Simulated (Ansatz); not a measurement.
# Ta: the cost of one run

Method: DFT PBEsol, scalar-relativistic, in Ansatz 0.2.0.

## 1. The starting structure

The structure is cubic, space group Fm-3m (No. 225). The conventional cell has a = 4.220 Å, b = 4.220 Å, c = 4.220 Å, α = 90.00°, β = 90.00°, γ = 90.00°. Around Ta (site symmetry m-3m) lie 12 Ta at 2.98 Å.

As a file:

```cif
data_structure
_symmetry_space_group_name_H-M 'Fm-3m'
_symmetry_Int_Tables_number 225
_cell_length_a 4.2200
_cell_length_b 4.2200
_cell_length_c 4.2200
_cell_angle_alpha 90.000
_cell_angle_beta 90.000
_cell_angle_gamma 90.000
_cell_volume 75.15
loop_
_atom_site_label
_atom_site_type_symbol
_atom_site_symmetry_multiplicity
_atom_site_Wyckoff_symbol
_atom_site_fract_x
_atom_site_fract_y
_atom_site_fract_z
_atom_site_occupancy
Ta1 Ta 4 a 0.00000 0.00000 0.00000 1
```

The file gives the conventional cell by its symmetry; the runs use the cell typed in the input.

## 2. Volume × 0.94, LAPW

input.yaml reads:

```yaml
crystal:
  lattice:
    - [0.0, 2.0669266894, 2.0669266894]
    - [2.0669266894, 0.0, 2.0669266894]
    - [2.0669266894, 2.0669266894, 0.0]
  atoms:
    - { symbol: Ta, position: [0.0, 0.0, 0.0] }
kpoints:
  mp_grid: { grid: [17, 17, 17] }
  band_path:
    path:
      - [0.0, 0.0, 0.0]
      - [0.5, 0.0, 0.5]
      - [0.625, 0.25, 0.625]
      - [0.375, 0.375, 0.75]
      - [0.0, 0.0, 0.0]
      - [0.5, 0.5, 0.5]
      - [0.5, 0.25, 0.75]
      - [0.5, 0.0, 0.5]
    npoints: 5
scf:
  occupations: { method: fermi_dirac, width: 0.05 }
hamiltonian:
  xc: pbesol
  pseudopotentials: { kind: all_electron, lapw: { basis_error: 0.001 } }
output:
  forces: true
  stress: true
  eigenvalues: true
```

Started as:

```console
$ ansatz run input.yaml --threads 1 --pin off --max-ram 3072MiB --backend cpu --events-out ev --progress --plain --runs-dir out
```

Q: Estimate wall time and peak memory on 1 thread of Intel Xeon Platinum 8488C (Sapphire Rapids), shared host.

About 14 s, with a peak of 0.41 GiB.
